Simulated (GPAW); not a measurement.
# TiSn (Fm-3m) in GPAW: convergence with plane-wave cutoff (eV)

Aim: find how far plane-wave cutoff (eV) must go before the results for TiSn settle, at PBE. This setting moves, with any that are tied to it; all else stays.

Program: GPAW 26.7.0. These are calculated values, not measurements. Logs are shortened: lines on timing, memory, paths and dates and some standing lists are left out, and cuts for length are marked. The log counts tension as positive stress, the text compression.

### 1 Starting point

Symmetry: Fm-3m, No. 225, cubic system. The conventional cell has a = 5.601 Å, b = 5.601 Å, c = 5.601 Å, α = 90.00°, β = 90.00°, γ = 90.00°. Ti (site symmetry m-3m) has 6 Sn at 2.80 Å as nearest neighbours. Sn (site symmetry m-3m) is surrounded by 6 Ti at 2.80 Å.

The cell was built by a generator and needn't be a form met in nature.

### 2 With plane-wave cutoff (eV) 200

The input, run.py:

```python
from ase.dft.bandgap import bandgap
from ase.io import read, write
from ase.units import GPa
from gpaw import GPAW, PW

atoms = read('TiSn.xyz')

calc = GPAW(mode=PW(200),
            xc='PBE',
            kpts={'size': (8, 8, 8), 'gamma': True},
            occupations={'name': 'fermi-dirac', 'width': 0.05},
            nbands=24,
            convergence={'density': 1e-05, 'energy': 1e-05},
            maxiter=100,
            txt='gpaw.txt')
atoms.calc = calc
energy = atoms.get_potential_energy()
forces = atoms.get_forces()
stress = atoms.get_stress()
calc.write('gs.gpw')
write('result.traj', atoms)
print(f'Energy: {energy:.6f} eV')
print('Forces (eV/A):')
print(forces.round(4))
print('Stress (GPa):', (stress / GPa).round(3))
print('Fermi level:', round(calc.get_fermi_level(), 4), 'eV')
print(f'Gap: {bandgap(calc)[0]:.4f} eV, direct: {bandgap(calc, direct=True)[0]:.4f} eV')
```

The input, TiSn.xyz:

```xyz
2
Lattice="0.0000000000 2.8005500000 2.8005500000 2.8005500000 0.0000000000 2.8005500000 2.8005500000 2.8005500000 0.0000000000" Properties=species:S:1:pos:R:3 pbc="T T T"
Ti     0.0000000000      0.0000000000      0.0000000000
Sn     2.8005500000      2.8005500000      2.8005500000
```

Potentials or basis: GPAW PAW data sets (gpaw-data 1.2.1), pw.

On the command line:

```console
OMP_NUM_THREADS=1 python run.py
```

gpaw.txt:

```text
__  _  _
 | _ |_)|_||  |
 |__||  | ||/\| - 26.7.0

Input parameters:
  mode=PW(ecut=200.0),
  convergence={'density': 1e-05, 'energy': 1e-05},
  kpts=MonkhorstPack(size=(8, 8, 8), gamma=True),
  maxiter=100,
  nbands=24,
  occupations=Occupations(name='fermi-dirac', width=0.05),
  xc=XC(name='PBE')

Diagonalizing LCAO Hamiltonian
Converting LCAO to pw mode

                Sn

       Ti

Atoms  # Å, Bohr magnetons
|   | symbol |        x |        y |        z |    initial magnetic moments |
|---|--------|----------|----------|----------|-----------------------------|
| 0 |     Ti | 0.000000 | 0.000000 | 0.000000 | ( 0.0000,  0.0000,  0.0000) |
| 1 |     Sn | 2.800550 | 2.800550 | 2.800550 | ( 0.0000,  0.0000,  0.0000) |

Unit cell  # Å
| periodic |        x |        y |        z |  lengths |    angles |
|----------|----------|----------|----------|----------|-----------|
|      yes | 0.000000 | 2.800550 | 2.800550 | 3.960576 | 60.000000 |
|      yes | 2.800550 | 0.000000 | 2.800550 | 3.960576 | 60.000000 |
|      yes | 2.800550 | 2.800550 | 0.000000 | 3.960576 | 60.000000 |

Number of symmetries: 48
Symmetry operations  # r_c * U_cc + t_c -> r_c
|    | kind |            matrix            |
|----|------|------------------------------|
|  0 |  σ   |  1, 0, 0,  1, 0,-1,  1,-1, 0 |
|  1 |  C2  |  1, 0, 0,  1,-1, 0,  1, 0,-1 |
|  2 |  E   |  1, 0, 0,  0, 1, 0,  0, 0, 1 |
|  3 |  σ   |  1, 0, 0,  0, 0, 1,  0, 1, 0 |
|  4 |  C4  |  1, 0,-1,  1, 0, 0,  1,-1, 0 |
|  5 |  S6  |  1, 0,-1,  1,-1, 0,  1, 0, 0 |
|  6 |  σ   |  1, 0,-1,  0, 1,-1,  0, 0,-1 |
|  7 |  C3  |  1, 0,-1,  0, 0,-1,  0, 1,-1 |
|  8 |  S6  |  1,-1, 0,  1, 0, 0,  1, 0,-1 |
|  9 |  C4  |  1,-1, 0,  1, 0,-1,  1, 0, 0 |
| 10 |  C3  |  1,-1, 0,  0,-1, 1,  0,-1, 0 |
| 11 |  σ   |  1,-1, 0,  0,-1, 0,  0,-1, 1 |
| 12 |  σ   |  0, 1, 0,  1, 0, 0,  0, 0, 1 |
| 13 |  C4  |  0, 1, 0,  0, 1,-1, -1, 1, 0 |
| 14 |  C3  |  0, 1, 0,  0, 0, 1,  1, 0, 0 |
| 15 |  S6  |  0, 1, 0, -1, 1, 0,  0, 1,-1 |
| 16 |  C2  |  0, 1,-1,  1, 0,-1,  0, 0,-1 |
| 17 |  σ   |  0, 1,-1,  0, 1, 0, -1, 1, 0 |
| 18 |  S4  |  0, 1,-1,  0, 0,-1,  1, 0,-1 |
| 19 |  C4  |  0, 1,-1, -1, 1, 0,  0, 1, 0 |
| 20 |  C3  |  0, 0, 1,  1, 0, 0,  0, 1, 0 |
| 21 |  σ   |  0, 0, 1,  0, 1, 0,  1, 0, 0 |
[... 142 lines left out ...]

occupation numbers:
  Fermi-Dirac:
    width: 0.0500  # eV

poisson solver:
  ecut: 1600.0  # eV

xc functional:
  name: PBE with 2 nearest neighbor stencil

convergence criteria:
- Maximum integral of absolute [dens]ity change: 1e-05 electrons / valence electron
- Maximum [total energy] change in last 3 cyles: 1e-05 eV / valence electron
- Maximum integral of absolute [eigenst]ate change: 4e-08 eV^2 / valence electron
maximum number of iterations: 100

SCF iterations
|iter     | |      energy | eigst |  dens |
|---------|-|-------------|-------|-------|
|iter:   1| |   -9.330889 | -1.17 |       |
|iter:   2| |   -9.259228 | -3.35 | -1.33 |
|iter:   3| |   -9.159107 | -2.69 | -1.39 |
|iter:   4| |   -9.166545 | -4.09 | -1.75 |
|iter:   5| |   -9.170613 | -3.74 | -1.95 |
|iter:   6| |   -9.170855 | -4.54 | -2.53 |
|iter:   7| |   -9.170834c| -6.76 | -3.43 |
|iter:   8| |   -9.170833c| -8.00c| -4.08 |
|iter:   9| |   -9.170833c| -7.91c| -4.84 |
|iter:  10| |   -9.170833c| -8.95c| -5.58c|

Converged in 10 steps
Energy contributions relative to reference atoms: (reference = -191234.707589)

Energy contributions:
  Kinetic:           7.194170
  Coulomb:          -6.817906
  Zero:              1.571642
  External:          0.000000
  Xc:              -11.115044
  Entropy:          -0.007390
  Spinorbit:         0.000000
  ----------------------------
  Free energy:      -9.174529
  Extrapolated:     -9.170833

dipole moment: (-17.932243, -17.932243, -17.932243)  # |e|*Ang

Fermi level: 7.747
Eigenvalues  # (at kpt = [0.000, 0.000, 0.000])
| band index |      eig [eV] | occ [0-2] |
|------------|---------------|-----------|
|          0 |       -49.827 |     2.000 |
|        ... |               |           |
|          2 |       -26.068 |     2.000 |
|          3 |       -26.068 |     2.000 |
|          4 |       -12.966 |     2.000 |
|          5 |       -12.966 |     2.000 |
|          6 |       -12.903 |     2.000 |
|          7 |       -12.903 |     2.000 |
[... 8 lines left out ...]
|         16 |        11.043 |     0.000 |
|         17 |        11.043 |     0.000 |
|        ... |               |           |
|         23 |        19.449 |     0.000 |

No gap
No difference between direct/indirect transitions

Forces  # eV/Ang
|        x |       y |       z |
|----------|---------|---------|
| -0.00000 | 0.00000 | 0.00000 |  # Ti   0
|  0.00000 | 0.00000 | 0.00000 |  # Sn   1

Stress tensor  # eV/Ang^3
|         x |         y |         z |
|-----------|-----------|-----------|
|  0.112502 |  0.000000 | -0.000000 |
|  0.000000 |  0.112502 | -0.000000 |
| -0.000000 | -0.000000 |  0.112502 |

# Writing to gs.gpw (mode='')
```

It took 7.7 s on 1 thread of Arm Neoverse V1, shared host; peak memory 0.13 GiB.

Results:

* Free energy: -9.1745 eV
* Pressure: -18.0 GPa
* Band gap on the k mesh: none (metal or under the smearing width)

### 3 With plane-wave cutoff (eV) 250

Edit run.py of step 2 so:

```diff
@@ -7,3 +7,3 @@
 
-calc = GPAW(mode=PW(200),
+calc = GPAW(mode=PW(250),
             xc='PBE',
```

TiSn.xyz is that of step 2.

Potentials or basis: GPAW PAW data sets (gpaw-data 1.2.1), pw.

On the command line:

```console
OMP_NUM_THREADS=1 python run.py
```

Run time: 8.6 s. Hardware: 1 thread of Arm Neoverse V1, shared host; peak memory 0.13 GiB.

What came out:

```
Free energy            : -9.7083 eV
Pressure               : -2.3 GPa
Band gap on the k mesh : none (metal or under the smearing width)
```

### 4 With plane-wave cutoff (eV) 300

Edit run.py of step 3 so:

```diff
@@ -7,3 +7,3 @@
 
-calc = GPAW(mode=PW(250),
+calc = GPAW(mode=PW(300),
             xc='PBE',
```

TiSn.xyz is that of step 3.

On the command line:

```console
OMP_NUM_THREADS=1 python run.py
```

Run time: 9.1 s. Hardware: 1 thread of Arm Neoverse V1, shared host; peak memory 0.14 GiB.

What came out:

| Quantity | Value |
| --- | --- |
| Free energy | -10.0277 eV |
| Pressure | -6.1 GPa |
| Band gap on the k mesh | none (metal or under the smearing width) |

### 5 With plane-wave cutoff (eV) 350

Edit run.py of step 4 so:

```diff
@@ -7,3 +7,3 @@
 
-calc = GPAW(mode=PW(300),
+calc = GPAW(mode=PW(350),
             xc='PBE',
```

TiSn.xyz is that of step 4.

On the command line:

```console
OMP_NUM_THREADS=1 python run.py
```

It took 14 s on 1 thread of Arm Neoverse V1, shared host; peak memory 0.14 GiB.

What came out:

```
Free energy            : -10.4257 eV
Pressure               : -5.8 GPa
Band gap on the k mesh : none (metal or under the smearing width)
```

### 6 With plane-wave cutoff (eV) 400

Edit run.py of step 5 so:

```diff
@@ -7,3 +7,3 @@
 
-calc = GPAW(mode=PW(350),
+calc = GPAW(mode=PW(400),
             xc='PBE',
```

TiSn.xyz is that of step 5.

Potentials or basis: GPAW PAW data sets (gpaw-data 1.2.1), pw.

On the command line:

```console
OMP_NUM_THREADS=1 python run.py
```

Wall time 13 s (1 thread of Arm Neoverse V1, shared host); peak memory 0.15 GiB.

Results:

- Free energy: -10.6913 eV
- Pressure: -3.3 GPa
- Band gap on the k mesh: none (metal or under the smearing width)

### 7 With plane-wave cutoff (eV) 500

Edit run.py of step 6 so:

```diff
@@ -7,3 +7,3 @@
 
-calc = GPAW(mode=PW(400),
+calc = GPAW(mode=PW(500),
             xc='PBE',
```

TiSn.xyz is that of step 6.

On the command line:

```console
OMP_NUM_THREADS=1 python run.py
```

It took 20 s on 1 thread of Arm Neoverse V1, shared host; peak memory 0.15 GiB.

It converged, with:

* Free energy: -10.8387 eV
* Pressure: -0.5 GPa
* Band gap on the k mesh: none (metal or under the smearing width)

### 8 With plane-wave cutoff (eV) 600

Edit run.py of step 7 so:

```diff
@@ -7,3 +7,3 @@
 
-calc = GPAW(mode=PW(500),
+calc = GPAW(mode=PW(600),
             xc='PBE',
```

TiSn.xyz is that of step 7.

On the command line:

```console
OMP_NUM_THREADS=1 python run.py
```

It took 25 s on 1 thread of Arm Neoverse V1, shared host; peak memory 0.17 GiB.

The run converged. Its results:

```yaml
Free_energy: -10.8694 eV
Pressure: -0.4 GPa
Band_gap_on_the_k_mesh: none (metal or under the smearing width)
```

### 9 With plane-wave cutoff (eV) 800

Edit run.py of step 8 so:

```diff
@@ -7,3 +7,3 @@
 
-calc = GPAW(mode=PW(600),
+calc = GPAW(mode=PW(800),
             xc='PBE',
```

TiSn.xyz is that of step 8.

Potentials or basis: GPAW PAW data sets (gpaw-data 1.2.1), pw.

On the command line:

```console
OMP_NUM_THREADS=1 python run.py
```

Run time: 35 s. Hardware: 1 thread of Arm Neoverse V1, shared host; peak memory 0.2 GiB.

The run converged. Its results:

```yaml
Free_energy: -10.9054 eV
Pressure: -0.1 GPa
Band_gap_on_the_k_mesh: none (metal or under the smearing width)
```

### 10 With plane-wave cutoff (eV) 1000

Edit run.py of step 9 so:

```diff
@@ -7,3 +7,3 @@
 
-calc = GPAW(mode=PW(800),
+calc = GPAW(mode=PW(1000),
             xc='PBE',
```

TiSn.xyz is that of step 9.

On the command line:

```console
OMP_NUM_THREADS=1 python run.py
```

Run time: 47 s. Hardware: 1 thread of Arm Neoverse V1, shared host; peak memory 0.23 GiB.

The run converged. Its results:

```yaml
Free_energy: -10.9120 eV
Pressure: 0.0 GPa
Band_gap_on_the_k_mesh: none (metal or under the smearing width)
```

### 11 The series at a glance

```
plane-wave cutoff (eV)  energy less the tightest run, at zero smearing (meV/atom)  pressure (GPa)  SCF cycles  CPU time (s)  peak memory (GiB)
                   200                                                     868.70          -18.02          10           7.7               0.13
                   250                                                     601.85           -2.32          10           8.6               0.13
                   300                                                     442.12           -6.10          10           9.1               0.14
                   350                                                     243.14           -5.84           9            14               0.14
                   400                                                     110.32           -3.26           9            13               0.15
                   500                                                      36.63           -0.52           9            20               0.15
                   600                                                      21.29           -0.36           9            25               0.17
                   800                                                       3.30           -0.13           9            35                0.2
                  1000                                                       0.00            0.01           9            47               0.23
```

Not settled before the last step: the energy (to 1 meV/atom), the pressure (to 0.1 GPa). The tightest run that finished is the yardstick and may itself not be fully converged.
